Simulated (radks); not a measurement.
# Exchange and kinetic functionals tested on atomic densities: K, H, Au, Rb⁴⁺, Fe¹¹⁺

An exercise on one series of results from a longer session: the logs are not shown, and one member is left open.

Program: radks (a radial shooting solver on a logarithmic mesh, Libxc functionals) version 1. Level of theory: non-relativistic Kohn-Sham, r2SCAN, spin-polarised, spherical densities, point nucleus; open shells are filled with parallel spins first. These are calculated values, not measurements, unless marked.

## The atom as given

* species: K ([Ar] 4s1), H (1s1), Au ([Xe] 4f14 5d10 6s1), Rb⁴⁺ ([Ar] 3d10 4s2 4p3), Fe¹¹⁺ ([Ne] 3s2 3p3)

The first run:

Input:

```text
Z 19
configuration [Ar] 4s1
relativity non-relativistic
functional r2scan,r2scan
spin polarised
nucleus point
```

Steps of the session up to this table: K, [Ar] 4s1.

One of the session's tables, all rows but one given; the rest of the session is left out.

It belongs to the step «K, [Ar] 4s1». From the orbitals of this run (lengths in bohr):

```
  level     <r>  outermost maximum (interpolated)  90 % within  nodes
2s down  0.3886                             0.320        0.605      1
  2p up  0.3509                             0.264        0.579      0
2p down  0.3509                             0.264        0.579      0
  3s up   1.277                              1.08         1.92      2
3s down   1.279                              1.08         1.93      2
  3p up   1.436                              1.16         2.24      1
3p down   1.433                              1.16         2.23      1
  4s up       ?                                 ?            ?      ?
```

Estimate the missing values for 4s up.

**Answer.** <r>: 4.984; outermost maximum (interpolated): 4.22; 90 % within: 7.45; nodes: 3. In the column «<r>» it is the highest.
